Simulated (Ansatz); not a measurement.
# P2C: what a guessed cell relaxes into, part 1 of 2

Where does this trial cell of P2C go when cell and atoms are let free?

Method: DFT PBE, scalar-relativistic, plane waves, PAW, in Ansatz 0.2.0.

### Step 1. Starting point

It takes space group Fd-3m (No. 227, cubic). The conventional cell has a = 7.303 Å, b = 7.303 Å, c = 7.303 Å, α = 90.00°, β = 90.00°, γ = 90.00°. Around P (site symmetry -3m) lie 6 P at 2.58 Å. Around C (site symmetry -43m) lie 12 P at 3.03 Å and 4 C at 3.16 Å.

As a file:

```xyz
6
Lattice="0.0000 3.6515 3.6515 3.6515 0.0000 3.6515 3.6515 3.6515 0.0000" Properties=species:S:1:pos:R:3 pbc="T T T"
P     4.5644    4.5644    4.5644
P     4.5644    2.7387    2.7387
P     2.7387    2.7387    4.5644
P     2.7387    4.5644    2.7387
C     0.0000    0.0000    0.0000
C     1.8258    1.8258    1.8258
```

The cell is invented: species swapped into a database cell of EuPt2 (Fd-3m, No. 227), with C on the Eu sites and P on the Pt sites. Its size is a rough estimate.

### Step 2. The guess as it stands, on a coarse mesh

File input.yaml:

```yaml
crystal:
  lattice:
    - [0.0, 3.65153997, 3.65153997]
    - [3.65153997, 0.0, 3.65153997]
    - [3.65153997, 3.65153997, 0.0]
  atoms:
    - { symbol: P, position: [0.625, 0.625, 0.625] }
    - { symbol: P, position: [0.125, 0.625, 0.625] }
    - { symbol: P, position: [0.625, 0.625, 0.125] }
    - { symbol: P, position: [0.625, 0.125, 0.625] }
    - { symbol: C, position: [0.0, 0.0, 0.0] }
    - { symbol: C, position: [0.25, 0.25, 0.25] }
basis:
  ecutwfc: 420
kpoints:
  mp_grid: { grid: [4, 4, 4] }
hamiltonian:
  xc: pbe
scf:
  occupations: { method: gaussian, width: 0.1 }
  lower_state_search: "off"
output:
  forces: true
  stress: true
  eigenvalues: true
```

Launch:

```console
ansatz run input.yaml --threads 1 --pin off --max-ram 2560MiB --backend cpu --events-out ev --progress --plain --runs-dir out
```

Standard output (excerpt; [...] marks lines left out):

```text
[...]
SCF converged after 7 iterations
Free energy (F): -3509.875507 eV
[...]
E sigma→0 (E₀):  -3509.859814 eV
Entropy (-TS):   -0.031386 eV (-5.231 meV/atom)
Fermi energy:    6.673543 eV
[...]
--- Forces (eV/Å), atoms counted from 1 ---
  atom   1  P      0.00000000    -0.00000000    -0.00000000
  atom   2  P      0.00000000    -0.00000000     0.00000000
  atom   3  P      0.00000000    -0.00000000    -0.00000000
  atom   4  P      0.00000000    -0.00000000    -0.00000000
  atom   5  C      0.00000000    -0.00000000    -0.00000000
  atom   6  C      0.00000000     0.00000000    -0.00000000
[...]
--- Stress (GPa, compression-positive) ---
      -13.230962      -0.000000       0.000000
       -0.000000     -13.230962       0.000000
        0.000000       0.000000     -13.230962
  P = ⅓ Tr σ = -13.2310 GPa (-132.310 kbar)
--- Band table (eV; the first three rows and the last of 8) ---
  k-point 0: bands = ["-7.9934", "-2.0930", "-1.8449", "-1.3547", "-1.3547", "-1.3547", "-0.7265", "1.6827", "1.6827", "1.6827", "4.2216", "4.2216", "5.1283", "5.1283", "5.1283", "8.1715", "8.1715", "8.1715", "11.5409", "11.5409"]
[...]
```

Wall time 1.6 s (1 thread of Intel Xeon at 2.70GHz, shared host); peak memory 0.34 GiB.

Read-out: pressure -13.2 GPa, largest force 0.00 eV/Å, gap on this mesh none (metal). A guess like this is first relaxed loosely on the coarse mesh.

### Step 3. Spin check on a coarse mesh

Edit input.yaml of step 2 so:

```diff
@@ -10,4 +10,4 @@
     - { symbol: P, position: [0.625, 0.125, 0.625] }
-    - { symbol: C, position: [0.0, 0.0, 0.0] }
-    - { symbol: C, position: [0.25, 0.25, 0.25] }
+    - { symbol: C, position: [0.0, 0.0, 0.0], spin: 1.0 }
+    - { symbol: C, position: [0.25, 0.25, 0.25], spin: 1.0 }
 basis:
@@ -25 +25,4 @@
   eigenvalues: true
+  populations: true
+magnetization:
+  spin_polarized: true
```

Launch:

```console
ansatz run input.yaml --threads 1 --pin off --max-ram 2560MiB --backend cpu --events-out ev --progress --plain --runs-dir out
```

Standard output (excerpt; [...] marks lines left out):

```text
[...]
SCF converged after 20 iterations
Magnetization: 0.4104 μB (14.2052 up, 13.7948 down)
Absolute magnetization: 0.5896 μB (∫|ρ↑−ρ↓|, with the PAW one-centre terms)
Spin contamination: 0.0189 ħ² per cell (⟨S²⟩ above its minimum at these occupations)
[...]
--- Löwdin populations: 6 sites ---
  site symbol       q [e]    m [muB]
     0      P      4.7763    -0.0311
     1      P      4.7763    -0.0311
     2      P      4.7763    -0.0311
     3      P      4.7763    -0.0311
     4      C      4.2580     0.2649
     5      C      4.2580     0.2649
  spilling = 0.013525 (of n_electrons = 28.000000)
```

Wall time 7.9 s (1 thread of Intel Xeon at 2.70GHz, shared host); peak memory 0.36 GiB.

Per atom:

| atom | moment in the atom's sphere (μB) | Löwdin electrons |
| --- | --- | --- |
| P1 | -0.02 | 4.78 |
| P2 | -0.02 | 4.78 |
| P3 | -0.02 | 4.78 |
| P4 | -0.02 | 4.78 |
| C5 | 0.23 | 4.26 |
| C6 | 0.23 | 4.26 |

The Löwdin counts miss 0.38 of the 28 electrons, which the atomic orbitals do not span, so they are no charges.

The same cell is solved with trial moments on C. The largest site moment that stays is 0.23 μB and the cell's total 0.41 μB. The workflow keeps spin only above 0.25 μB on a site, so the next run goes without spin, although a moment survived, so a magnetic state may lie a little lower.

### Step 4. A loose first relaxation

Edit input.yaml of step 3 so:

```diff
@@ -10,4 +10,4 @@
     - { symbol: P, position: [0.625, 0.125, 0.625] }
-    - { symbol: C, position: [0.0, 0.0, 0.0], spin: 1.0 }
-    - { symbol: C, position: [0.25, 0.25, 0.25], spin: 1.0 }
+    - { symbol: C, position: [0.0, 0.0, 0.0] }
+    - { symbol: C, position: [0.25, 0.25, 0.25] }
 basis:
@@ -25,4 +25,6 @@
   eigenvalues: true
-  populations: true
-magnetization:
-  spin_polarized: true
+relax:
+  adjacent_minimum: "off"
+  f_tol: 0.04
+  max_steps: 70
+  cell: { stress_tol: 0.4 }
```

Launch:

```console
ansatz run input.yaml --threads 1 --pin off --max-ram 2560MiB --backend cpu --events-out ev --progress --plain --runs-dir out
```

Standard output:

```text
Warning: RAYON_NUM_THREADS=1 ignored (pool sized by the plan → 1); use --threads N
Engine: ansatz 0.2.0, x86_64-unknown-linux-gnu
Pseudopotentials: kind: paw
Pseudopotential: P, paw, valence charge 5, recommended cutoff 420 eV (normal), P.paw.azcp
Pseudopotential: C, paw, valence charge 4, recommended cutoff 420 eV (normal), C.paw.azcp
Functional definition: PBE
  parameter kappa = 0.804
  parameter beta = 0.06672455060314922
  exchange = pbe_x(kappa = kappa, mu = beta*pi^2/3)
  correlation = pbe_c(beta = beta)
Crystal: 6 atoms, lattice volume = 97.377 Å³
Basis set: ecut = 420 eV, 1917 PW (Γ), exchange–correlation on 72×72×72 points (8 copies of the dense FFT grid, shifted against one another)
Bands: 20, of which v1, the nominal top of the filled ones, is band 14 counted from 1 (13 counted from 0)
Symmetry: 48 space group operations
Space group: Fd-3m (ITA 227), of the structure as read, at distance tolerance 4.6e-5 Å
k-points: 8 of 64
Non-local potential: P, projectors of the file, l = 0: 2, l = 1: 2, l = 2: 2
Non-local potential: C, projectors of the file, l = 0: 2, l = 1: 2, l = 2: 1
PAW form: soft (Blöchl's): semilocal exchange-correlation on the pseudo side does not see the compensation charge
PAW one-centre angular grid: P, 110 points (default); XC on 64 Gauss nodes
PAW one-centre angular grid: C, 110 points (default); XC on 64 Gauss nodes
Initial density: superposition of atomic densities (neutral atoms: chi_scale 0, normalization atom), corrected by the library's trained network
Initial wavefunctions: pseudopotential atomic-orbital guess
Functional: x = pbe(κ = 0.804, μ = 0.2195149727645171), c = pbe(β = 0.06672455060314922)
SCF iter   1: F=—  HF=-3509.914561 eV  |F-HF|=—  |Δ(HF+E_count)|=         —  Δρ=1.19e-2  dr2=3.29e-1  ethr=1.77e-3  ⟨swp⟩=7.0  Hψ=926  notcnv=0
preconditioner: auto → Kerker (q_TF=auto, 2.217 Å⁻¹)  [metal: Δε(μ)=0.059 eV  Ē_g=7.030 eV  σ=0.100 eV  W_gap=0.31  n_scr=14 (ndim 8)  ℏωp=19.9 eV  f_vac=0.000  D(μ)=5.38/eV (n_scr^D=58)]
SCF iter   2: F=—  HF=-3509.886046 eV  |F-HF|=—  |Δ(HF+E_count)|=   2.85e-2  Δρ=6.16e-3  dr2=9.34e-2  ethr=1.17e-3  ⟨swp⟩=1.1  Hψ=226  notcnv=0
SCF iter   3: F=—  HF=-3509.875446 eV  |F-HF|=—  |Δ(HF+E_count)|=   1.06e-2  Δρ=7.67e-4  dr2=5.39e-4  ethr=3.34e-4  ⟨swp⟩=1.8  Hψ=165  notcnv=0  defer=1
SCF iter   4: F=—  HF=-3509.875517 eV  |F-HF|=—  |Δ(HF+E_count)|=   7.08e-5  Δρ=2.26e-4  dr2=1.43e-4  ethr=1.93e-6  ⟨swp⟩=2.5  Hψ=270  notcnv=0  defer=1
SCF iter   5: F=—  HF=-3509.875503 eV  |F-HF|=—  |Δ(HF+E_count)|=   1.38e-5  Δρ=4.68e-5  dr2=6.19e-6  ethr=5.09e-7  ⟨swp⟩=1.5  Hψ=161  notcnv=0  defer=1
SCF iter   6: F=—  HF=-3509.875507 eV  |F-HF|=—  |Δ(HF+E_count)|=   4.05e-6  Δρ=4.97e-6  dr2=5.07e-8  ethr=3.57e-10  ⟨swp⟩=8.1  Hψ=984  notcnv=0
SCF iter   7: F=-3509.875507 eV  HF=-3509.875507 eV  |F-HF|=2.44e-9  |Δ(HF+E_count)|=   1.64e-9  Δρ=1.02e-6  dr2=3.00e-9  ethr=1.81e-10  ⟨swp⟩=2.5  Hψ=479  notcnv=0
SCF 1 converged in 7 iterations: F = -3509.875507 eV  dr2 = 3.00e-9
relax step   1: F+E_penalty+E_count = -3509.87550677 eV  Δ(F+E_penalty+E_count) = +0.000e0 eV  max|allowed force component| = 5.011e-18 eV/Å  Δτ_max = 0.0000 Å  P = -13.231 GPa  Ω = 97.377 Å³  (7 SCF iters, dr2 threshold 1.00e-7 eV, accepted)
Crystal: 6 atoms, lattice volume = 83.819 Å³
Basis set: ecut = 420 eV, 1639 PW (Γ), exchange–correlation on 72×72×72 points (8 copies of the dense FFT grid, shifted against one another)
Initial density: handed on by an earlier stage of this run
Initial wavefunctions: those handed on with the density
iter 1 solved again at ethr=1.06e-4 eV; its pass at ethr=3.10e-3 eV (dr2=2.98e-2 eV) is discarded
SCF iter   1: F=—  HF=-3510.735021 eV  |F-HF|=—  |Δ(HF+E_count)|=         —  Δρ=5.45e-3  dr2=3.02e-2  ethr=1.06e-4  ⟨swp⟩=1.6  Hψ=1222  notcnv=0
preconditioner: auto → none  [insulator: Δε(μ)=0.251 eV  Ē_g=7.730 eV  σ=0.100 eV  W_gap=0.50  n_scr=14 (ndim 8)  ℏωp=21.5 eV  f_vac=0.000  D(μ)=8.17/eV (n_scr^D=112)  ε∞_Penn≈8.7]
SCF iter   2: F=—  HF=-3510.725957 eV  |F-HF|=—  |Δ(HF+E_count)|=   9.06e-3  Δρ=1.86e-3  dr2=1.90e-3  ethr=1.06e-4  ⟨swp⟩=2.6  Hψ=281  notcnv=0
SCF iter   3: F=—  HF=-3510.725815 eV  |F-HF|=—  |Δ(HF+E_count)|=   1.42e-4  Δρ=5.31e-4  dr2=1.19e-4  ethr=6.78e-6  ⟨swp⟩=2.0  Hψ=272  notcnv=0
SCF iter   4: F=—  HF=-3510.725843 eV  |F-HF|=—  |Δ(HF+E_count)|=   2.80e-5  Δρ=1.94e-5  dr2=2.52e-7  ethr=4.25e-7  ⟨swp⟩=1.0  Hψ=160  notcnv=0
iter 5 did not close the SCF: its close was put off for the readings that it lacked (scf_convergence_deferred on its scf_iter line)
SCF iter   5: F=-3510.725843 eV  HF=-3510.725843 eV  |F-HF|=9.76e-9  |Δ(HF+E_count)|=   1.59e-7  Δρ=3.17e-6  dr2=1.44e-8  ethr=9.02e-10  ⟨swp⟩=2.0  Hψ=281  notcnv=0
SCF iter   6: F=-3510.725843 eV  HF=-3510.725843 eV  |F-HF|=6.05e-11  |Δ(HF+E_count)|=  4.80e-10  Δρ=4.57e-7  dr2=2.18e-10  ethr=5.13e-11  ⟨swp⟩=2.1  Hψ=631  notcnv=0
SCF 2 converged in 6 iterations: F = -3510.725843 eV  dr2 = 2.18e-10
relax step   2: F+E_penalty+E_count = -3510.72584257 eV  Δ(F+E_penalty+E_count) = -8.503e-1 eV  max|allowed force component| = 2.303e-17 eV/Å  Δτ_max = 0.0000 Å  P = -5.795 GPa  Ω = 83.819 Å³  energy of the carried Pulay correction = +9.548e-3 eV  (6 SCF iters, dr2 threshold 6.00e-7 eV, accepted)
Crystal: 6 atoms, lattice volume = 75.640 Å³
Basis set: ecut = 420 eV, 1459 PW (Γ), exchange–correlation on 72×72×72 points (8 copies of the dense FFT grid, shifted against one another)
iter 1 solved again at ethr=9.27e-5 eV; its pass at ethr=3.10e-3 eV (dr2=2.60e-2 eV) is discarded
SCF iter   1: F=—  HF=-3510.838195 eV  |F-HF|=—  |Δ(HF+E_count)|=         —  Δρ=5.08e-3  dr2=2.85e-2  ethr=9.27e-5  ⟨swp⟩=1.8  Hψ=1149  notcnv=0
preconditioner: auto → Kerker (q_TF=auto, 2.312 Å⁻¹)  [metal: Δε(μ)=0.033 eV  Ē_g=8.211 eV  σ=0.100 eV  W_gap=0.18  n_scr=14 (ndim 8)  ℏωp=22.6 eV  f_vac=0.000  D(μ)=7.39/eV (n_scr^D=112)]
SCF iter   2: F=—  HF=-3510.832438 eV  |F-HF|=—  |Δ(HF+E_count)|=   5.76e-3  Δρ=3.02e-3  dr2=1.05e-2  ethr=9.27e-5  ⟨swp⟩=1.0  Hψ=160  notcnv=0
SCF iter   3: F=—  HF=-3510.829509 eV  |F-HF|=—  |Δ(HF+E_count)|=   2.93e-3  Δρ=3.81e-4  dr2=8.05e-5  ethr=3.77e-5  ⟨swp⟩=2.1  Hψ=267  notcnv=0
SCF iter   4: F=—  HF=-3510.829505 eV  |F-HF|=—  |Δ(HF+E_count)|=   4.43e-6  Δρ=8.03e-5  dr2=7.75e-6  ethr=2.87e-7  ⟨swp⟩=2.4  Hψ=274  notcnv=0
iter 5 did not close the SCF: its close was put off for the readings that it lacked (scf_convergence_deferred on its scf_iter line)
SCF iter   5: F=-3510.829503 eV  HF=-3510.829503 eV  |F-HF|=1.82e-8  |Δ(HF+E_count)|=   1.76e-6  Δρ=1.53e-5  dr2=1.50e-7  ethr=2.77e-8  ⟨swp⟩=2.6  Hψ=281  notcnv=0
SCF iter   6: F=-3510.829503 eV  HF=-3510.829503 eV  |F-HF|=1.04e-9  |Δ(HF+E_count)|=   3.94e-8  Δρ=2.21e-6  dr2=2.65e-9  ethr=5.37e-10  ⟨swp⟩=2.8  Hψ=696  notcnv=0
SCF 3 converged in 6 iterations: F = -3510.829503 eV  dr2 = 2.65e-9
relax step   3: F+E_penalty+E_count = -3510.82950326 eV  Δ(F+E_penalty+E_count) = -1.037e-1 eV  max|allowed force component| = 4.356e-17 eV/Å  Δτ_max = 0.0000 Å  P = +2.893 GPa  Ω = 75.640 Å³  energy of the carried Pulay correction = +1.603e-2 eV  (6 SCF iters, dr2 threshold 6.00e-7 eV, accepted)
Crystal: 6 atoms, lattice volume = 78.005 Å³
Basis set: ecut = 420 eV, 1471 PW (Γ), exchange–correlation on 72×72×72 points (8 copies of the dense FFT grid, shifted against one another)
iter 1 solved again at ethr=1.36e-5 eV; its pass at ethr=3.10e-3 eV (dr2=3.82e-3 eV) is discarded
SCF iter   1: F=—  HF=-3510.847974 eV  |F-HF|=—  |Δ(HF+E_count)|=         —  Δρ=1.69e-3  dr2=3.78e-3  ethr=1.36e-5  ⟨swp⟩=2.0  Hψ=1047  notcnv=0
preconditioner: auto → Kerker (q_TF=auto, 2.300 Å⁻¹)  [metal: Δε(μ)=0.031 eV  Ē_g=8.027 eV  σ=0.100 eV  W_gap=0.17  n_scr=14 (ndim 8)  ℏωp=22.2 eV  f_vac=0.000  D(μ)=7.34/eV (n_scr^D=88)]
SCF iter   2: F=—  HF=-3510.847248 eV  |F-HF|=—  |Δ(HF+E_count)|=   7.26e-4  Δρ=1.01e-3  dr2=1.40e-3  ethr=1.35e-5  ⟨swp⟩=1.0  Hψ=160  notcnv=0
SCF iter   3: F=—  HF=-3510.846859 eV  |F-HF|=—  |Δ(HF+E_count)|=   3.88e-4  Δρ=1.24e-4  dr2=8.72e-6  ethr=5.01e-6  ⟨swp⟩=2.1  Hψ=268  notcnv=0
SCF iter   4: F=—  HF=-3510.846850 eV  |F-HF|=—  |Δ(HF+E_count)|=   9.18e-6  Δρ=2.37e-5  dr2=6.92e-7  ethr=3.11e-8  ⟨swp⟩=2.6  Hψ=282  notcnv=0
iter 5 did not close the SCF: its close was put off for the readings that it lacked (scf_convergence_deferred on its scf_iter line)
SCF iter   5: F=-3510.846850 eV  HF=-3510.846850 eV  |F-HF|=4.78e-9  |Δ(HF+E_count)|=   8.10e-8  Δρ=4.96e-6  dr2=1.42e-8  ethr=2.47e-9  ⟨swp⟩=2.8  Hψ=289  notcnv=0
SCF iter   6: F=-3510.846850 eV  HF=-3510.846850 eV  |F-HF|=1.63e-10  |Δ(HF+E_count)|=   6.13e-9  Δρ=7.03e-7  dr2=2.81e-10  ethr=5.05e-11  ⟨swp⟩=2.2  Hψ=602  notcnv=0
SCF 4 converged in 6 iterations: F = -3510.846850 eV  dr2 = 2.81e-10
relax step   4: F+E_penalty+E_count = -3510.84685016 eV  Δ(F+E_penalty+E_count) = -1.735e-2 eV  max|allowed force component| = 2.776e-17 eV/Å  Δτ_max = 0.0000 Å  P = -0.195 GPa  Ω = 78.005 Å³  energy of the carried Pulay correction = +1.410e-2 eV  (6 SCF iters, dr2 threshold 6.00e-7 eV, accepted)
Initial wavefunctions: pseudopotential atomic-orbital guess (no wavefunctions were taken with the density)
iter 1 solved again at ethr=5.69e-7 eV; its pass at ethr=3.10e-3 eV (dr2=1.59e-4 eV) is discarded
SCF iter   1: F=—  HF=-3510.840996 eV  |F-HF|=—  |Δ(HF+E_count)|=         —  Δρ=2.93e-4  dr2=1.62e-5  ethr=5.69e-7  ⟨swp⟩=3.0  Hψ=1319  notcnv=0
preconditioner: auto → Kerker (q_TF=auto, 2.300 Å⁻¹)  [metal: Δε(μ)=0.033 eV  Ē_g=8.033 eV  σ=0.100 eV  W_gap=0.18  n_scr=14 (ndim 8)  ℏωp=22.2 eV  f_vac=0.000  D(μ)=7.39/eV (n_scr^D=88)]
SCF iter   2: F=—  HF=-3510.841023 eV  |F-HF|=—  |Δ(HF+E_count)|=   2.77e-5  Δρ=1.54e-4  dr2=3.46e-6  ethr=5.79e-8  ⟨swp⟩=2.0  Hψ=243  notcnv=0
SCF iter   3: F=—  HF=-3510.841033 eV  |F-HF|=—  |Δ(HF+E_count)|=   9.71e-6  Δρ=1.31e-5  dr2=5.11e-8  ethr=1.23e-8  ⟨swp⟩=2.0  Hψ=256  notcnv=0
iter 4 did not close the SCF: its close was put off for the readings that it lacked (scf_convergence_deferred on its scf_iter line)
SCF iter   4: F=-3510.841033 eV  HF=-3510.841033 eV  |F-HF|=8.87e-11  |Δ(HF+E_count)|=   6.84e-8  Δρ=6.40e-7  dr2=6.58e-11  ethr=1.83e-10  ⟨swp⟩=2.0  Hψ=256  notcnv=0
iter 5 did not close the SCF: its close was put off for the readings that it lacked (scf_convergence_deferred on its scf_iter line)
SCF iter   5: F=-3510.841033 eV  HF=-3510.841033 eV  |F-HF|=1.36e-12  |Δ(HF+E_count)|=  1.41e-10  Δρ=6.86e-8  dr2=2.12e-12  ethr=1.00e-12  ⟨swp⟩=1.9  Hψ=211  notcnv=0
SCF iter   6: F=-3510.841033 eV  HF=-3510.841033 eV  |F-HF|=4.55e-13  |Δ(HF+E_count)|=  4.55e-13  Δρ=1.09e-8  dr2=8.40e-14  ethr=1.00e-12  ⟨swp⟩=3.1  Hψ=543  notcnv=0
SCF 5 converged in 6 iterations: F = -3510.841033 eV  dr2 = 8.40e-14
relax step   5: F+E_penalty+E_count = -3510.84103312 eV  Δ(F+E_penalty+E_count) = +5.817e-3 eV  max|allowed force component| = 2.891e-17 eV/Å  Δτ_max = 0.0000 Å  P = -0.315 GPa  Ω = 78.005 Å³  stress off target by 3.15e-1 GPa  SCF on the basis re-selected at this cell (its energy is not comparable with the rows above)  (6 SCF iters)
basis re-selected at this cell: Δ(F+E_penalty+E_count) = +5.817e-3 eV, ΔP = -0.120 GPa vs the last step (what re-selecting the basis moved, of the pressure what is left beyond the Pulay correction that the steps carried, after the strain that the cell walked since its last selection, with what the two solves' SCF thresholds leave and, on support functions, any second-order correction that the steps lacked; it is no measure of the basis error at this ecutwfc). This SCF's stress stands 3.15e-1 GPa from its target on what of the cell is left free (relax.cell.stress_tol is 4.00e-1 GPa) and its largest allowed force component is 2.89e-17 eV/Å (relax.f_tol is 4.00e-2 eV/Å): within both
SCF converged after 6 iterations
Free energy (F): -3510.841033 eV
Harris-Foulkes:  -3510.841033 eV  (|F-HF|=4.55e-13)
Internal energy: -3510.804043 eV  (E = F + TS)
E sigma→0 (E₀):  -3510.822538 eV
Entropy (-TS):   -0.036990 eV (-6.165 meV/atom)
Fermi energy:    9.510567 eV
--- Per-component energies (eV) ---
  E_band       = 88.422852
  E_kinetic    = 432.680369
  E_local      = -234.945556  (includes V_loc(G=0)·N_el)
  E_nonlocal   = 191.068736
  E_hartree    = 45.980252
  E_xc         = -336.212808
  E_vxc        = -354.803082  (∫ρ·V_xc dr)
  E_paw        = -2470.937090  (= ΣΔE_a)
  E_vpaw       = -37.538132  (= ΣTr[D̂ρ^β])
  E_aug_tail   = 0.000014  (compensation charges beyond the density's cutoff)
  E_ewald      = -1138.437962
  E_smearing   = -0.036990  (= −TS)
  E_closure    = 0.000000  (closes the sum)
  Σ components = -3510.841033   (vs F -3510.841033, Δ=0.00e0)
--- Forces (eV/Å), atoms counted from 1 ---
  atom   1  P      0.00000000    -0.00000000    -0.00000000
  atom   2  P      0.00000000    -0.00000000     0.00000000
  atom   3  P      0.00000000    -0.00000000    -0.00000000
  atom   4  P      0.00000000     0.00000000    -0.00000000
  atom   5  C      0.00000000    -0.00000000     0.00000000
  atom   6  C      0.00000000     0.00000000    -0.00000000
  max |Σ_I F_I| component: 8.89e-29 eV/Å
--- Stress (GPa, compression-positive) ---
       -0.314625       0.000000       0.000000
        0.000000      -0.314625       0.000000
        0.000000       0.000000      -0.314625
  P = ⅓ Tr σ = -0.3146 GPa (-3.146 kbar)
--- Band table (eV; the first three rows and the last of 8) ---
  k-point 0: bands = ["-7.1462", "-0.3468", "0.5010", "1.4953", "1.4953", "1.4953", "1.9887", "3.3022", "3.3022", "3.3022", "6.4656", "6.4656", "7.2880", "7.2880", "7.2880", "11.6037", "11.6037", "11.6037", "15.0889", "15.9803"]
  k-point 1: bands = ["-6.6748", "-2.2582", "-0.1990", "1.0357", "1.0357", "1.4055", "2.6869", "3.8440", "3.8440", "5.8437", "5.8437", "6.1538", "8.7577", "9.4916", "9.4916", "9.5689", "10.9164", "10.9164", "13.5953", "13.5953"]
  k-point 2: bands = ["-5.8113", "-3.9938", "-0.4905", "0.7591", "0.7591", "0.9471", "3.6499", "3.6499", "4.2456", "7.1044", "8.0425", "8.0425", "8.1540", "8.1540", "10.2942", "10.4816", "11.4453", "11.4453", "11.5423", "12.6028"]
  k-point 7: bands = ["-4.6420", "-4.6420", "-1.6780", "-1.6780", "1.8168", "1.8168", "3.7242", "3.7242", "7.3850", "7.3850", "8.4878", "8.4878", "8.4882", "8.4882", "9.6284", "9.6284", "11.6412", "11.6412", "11.9467", "11.9467"]
--- Relaxed structure (4 steps of the walk, 4 accepted, 1 SCFs on fresh bases) ---
  F+E_penalty+E_count = -3510.84103312 eV   max|allowed force component| = 2.891e-17 eV/Å   (the final SCF, on the basis selected at the relaxed cell)
  cell:  # Å, volume = 78.0046 Å³
    - [-7.388288126377918e-34, 3.3912781417474998, 3.3912781417474998]
    - [3.3912781417474998, 6.369201827912599e-35, 3.3912781417474998]
    - [3.3912781417474998, 3.3912781417474998, -6.241830740297098e-34]
  atoms:
    - { symbol: P, position: [0.6249999999999999, 0.6249999999999999, 0.6249999999999999] }
    - { symbol: P, position: [0.1250000000000001, 0.6249999999999999, 0.6249999999999999] }
    - { symbol: P, position: [0.6249999999999999, 0.6249999999999999, 0.1250000000000001] }
    - { symbol: P, position: [0.6249999999999999, 0.1250000000000001, 0.6249999999999999] }
    - { symbol: C, position: [-2.2566354385508442e-33, 2.404136572744218e-34, 2.528774415917646e-33] }
    - { symbol: C, position: [0.24999999999999997, 0.24999999999999997, 0.24999999999999997] }
```

It took 9.7 s on 1 thread of Intel Xeon at 2.70GHz, shared host; peak memory 0.36 GiB.

Relaxation path:

```
step  E - E(step 1) (eV/cell)  largest force component (eV/Å)  pressure (GPa)  volume (Å³)
   1                   0.0000                          0.0000          -13.23        97.38
   2                  -0.8503                          0.0000           -5.80        83.82
   3                  -0.9540                          0.0000            2.89        75.64
   4                  -0.9713                          0.0000           -0.20        78.00
   5                  -0.9655                          0.0000           -0.31        78.00
```

Step 1 is the start. Step 5 repeats the geometry before it on a plane-wave basis chosen anew for that cell, so its energy need not be comparable with the rows above.

Lengths and angles in the start's conventional setting:

|  | before | after | change |
| --- | --- | --- | --- |
| a (Å) | 7.303 | 6.783 | -7.1 % |
| b (Å) | 7.303 | 6.783 | -7.1 % |
| c (Å) | 7.303 | 6.783 | -7.1 % |
| volume (Å³/atom) | 16.23 | 13.00 | -19.9 % |
| shortest distance (Å) | 2.582 | 2.398 | -7.1 % |
| space group (0.01 Å) | Fd-3m | Fd-3m | same |

Forces and stress were held to the start's 48 operations: a distortion of lower symmetry was not tested.

(Continued in part 2 of 2.)
